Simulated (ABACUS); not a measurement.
Input of an ABACUS 3.10.1 run:

File INPUT:

```
INPUT_PARAMETERS
suffix              AlSn
calculation         cell-relax
basis_type          lcao
pseudo_dir          ./
orbital_dir         ./
symmetry            1
dft_functional      pbe
ecutwfc             100
pseudo_rcut         7
nspin               1
nbands              13
ks_solver           genelpa
smearing_method     fd
smearing_sigma      0.00367493
scf_thr             1e-07
scf_nmax            100
mixing_type         broyden
mixing_beta         0.7
cal_force           1
cal_stress          1
out_mul             1
relax_nmax          60
force_thr_ev        0.02
relax_method        cg
out_stru            1
stress_thr          0.2
press1              300
press2              300
press3              300
```

STRU

```
ATOMIC_SPECIES
Sn 118.7100 Sn.upf
Al 26.9815 Al.upf

NUMERICAL_ORBITAL
Sn_confined-atom_8au_2s2p2d.orb
Al_confined-atom_8au_2s2p1d.orb

LATTICE_CONSTANT
1.8897261246

LATTICE_VECTORS
4.1981056157 0.0000000000 0.0000000000
-2.0990528078 3.6356661109 0.0000000000
0.0000000000 0.0000000000 3.3068470000

ATOMIC_POSITIONS
Direct

Sn
0.0
1
0.3333333333 0.6666666667 0.5000000000 1 1 1

Al
0.0
1
0.0000000000 0.0000000000 0.0000000000 1 1 1
```

File KPT:

```
K_POINTS
0
Gamma
5 5 6 0 0 0
```

Potentials or basis: PseudoDojo NC SR 0.4.1 PBE standard, DZP LCAO (the cutoffs set its grid).

The run is started by

```console
$ OMP_NUM_THREADS=1 mpirun -np 4 abacus > log
```

(1) Estimate the space group after relaxing (to 0.05 Å).

(2) Predict the Mulliken charges.

Results:

(1) P-6m2 (No. 187).

(2) Sn +0.15; Al -0.15 e.

Caveat: the atomic orbitals were generated for these runs and aren't a published set.
